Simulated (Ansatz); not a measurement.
What does this script print? It uses Ansatz's Python interface.

`energy_c4h9als.py`
```python
"""Electronic structure of the C4H9AlS molecule."""

from pathlib import Path

import ansatz as az
from ase import Atoms

BASIS_SET = "def2-SVP"
METHOD = "MP2"

atoms = Atoms(["C", "C", "Al", "S", "C", "C", "H", "H", "H", "H", "H", "H", "H", "H", "H"], positions=[
    (2.3755, -1.9864, -0.5605),
    (2.028, -0.8575, -0.322),
    (1.4609, 0.9569, 0.0619),
    (-0.7615, 0.9985, 0.2472),
    (-1.4936, 0.4551, -1.2791),
    (-1.266, -0.0766, 1.5701),
    (2.6804, -2.9779, -0.7699),
    (1.9132, 1.9203, -1.1283),
    (2.1179, 1.4421, 1.4338),
    (-2.5989, 0.4785, -1.1879),
    (-1.1634, -0.5805, -1.5021),
    (-1.1777, 1.1289, -2.1019),
    (-0.8084, 0.2661, 2.5209),
    (-0.9353, -1.1135, 1.3535),
    (-2.371, -0.0538, 1.6642),
])
system = az.Crystal.molecule_from_ase(atoms)

base = system.calculation()
base = base.basis(gaussian=BASIS_SET)
base = base.correlation(METHOD).orbitals()
done = base.run(threads=1, runs_dir="c4h9als_runs")
rep = done.report

print(f"E = {rep['free_energy_ev']:.6f} eV = {rep['free_energy_ev'] / 27.211386246:.7f} Ha")
print("converged:", rep["converged"], " doubts:", rep["published_state_doubts"] or "none")

parts = rep["correlation"]
for name in ("random_phase", "coupled_cluster", "perturbative"):
    if name in parts:
        print(f"{name:16s} {parts[name]['energy']['hartree']:12.7f} Ha")
if "second_order" in parts:
    pair = parts["second_order"]
    print(f"MP2 same spin {pair['same_spin']['hartree']:.7f} Ha, opposite spin {pair['opposite_spin']['hartree']:.7f} Ha")

field = rep["mean_field"]
print("<S^2> =", round(abs(field["state"]["spin_squared"]), 4), " relativity:", field["relativity"])
print("passes:", field["passes"])
if "symmetry" in field:
    print("occupied orbitals by irrep:", field["symmetry"]["occupied"])

lines = Path(rep["orbitals_path"]).read_text().splitlines()
field_of = lambda key: [line.split("=")[1].strip() for line in lines if line.startswith(key)]
orbitals = [(27.211386 * float(e), s, float(n)) for e, s, n in zip(field_of("Ene="), field_of("Spin="), field_of("Occup="))]
homo = max(e for e, _, n in orbitals if n > 0.5)
lumo = min(e for e, _, n in orbitals if n < 0.5)
for e, spin, n in sorted(orbitals):
    if homo - 10 < e < lumo + 5:
        print(f"{spin:6s} {e:10.3f} eV  occupation {n:.0f}")
```

```console
$ python energy_c4h9als.py
E = -21674.433881 eV = -796.5207537 Ha
converged: True  doubts: none
MP2 same spin -0.1684450 Ha, opposite spin -0.5795998 Ha
<S^2> = 0.0  relativity: none
passes: {'evaluations': 11, 'products': 37}
occupied orbitals by irrep: [{'A': 31}, {'A': 31}]
Alpha     -19.026 eV  occupation 2
Alpha     -18.213 eV  occupation 2
Alpha     -17.845 eV  occupation 2
Alpha     -17.310 eV  occupation 2
Alpha     -16.755 eV  occupation 2
Alpha     -15.767 eV  occupation 2
Alpha     -15.717 eV  occupation 2
Alpha     -13.992 eV  occupation 2
Alpha     -11.736 eV  occupation 2
Alpha     -11.544 eV  occupation 2
Alpha     -10.709 eV  occupation 2
Alpha      -9.938 eV  occupation 2
Alpha      -9.593 eV  occupation 2
Alpha       3.471 eV  occupation 0
Alpha       3.630 eV  occupation 0
Alpha       4.099 eV  occupation 0
Alpha       5.027 eV  occupation 0
Alpha       5.049 eV  occupation 0
Alpha       5.369 eV  occupation 0
Alpha       5.465 eV  occupation 0
Alpha       6.030 eV  occupation 0
Alpha       6.044 eV  occupation 0
Alpha       6.250 eV  occupation 0
Alpha       6.395 eV  occupation 0
Alpha       6.734 eV  occupation 0
Alpha       6.874 eV  occupation 0
Alpha       8.117 eV  occupation 0
```

Total energies depend on the basis set; only differences at equal settings carry meaning. The geometry is a force-field or estimated start, not a minimum of this method, and the basis set is short of its limit. Alpha marks a spatial orbital of a restricted run, filled by both spins. Levels such as HOMO and LUMO are orbital energies: in Hartree-Fock the gap is too wide and the LUMO hangs on the basis. S² is that of the Hartree-Fock reference. Finished in 5.1 s on 1 thread of Arm Neoverse V1, with other jobs on the host, peak memory 0.36 GiB.

(Lines on the test bed's own set-up are left out of the output.)
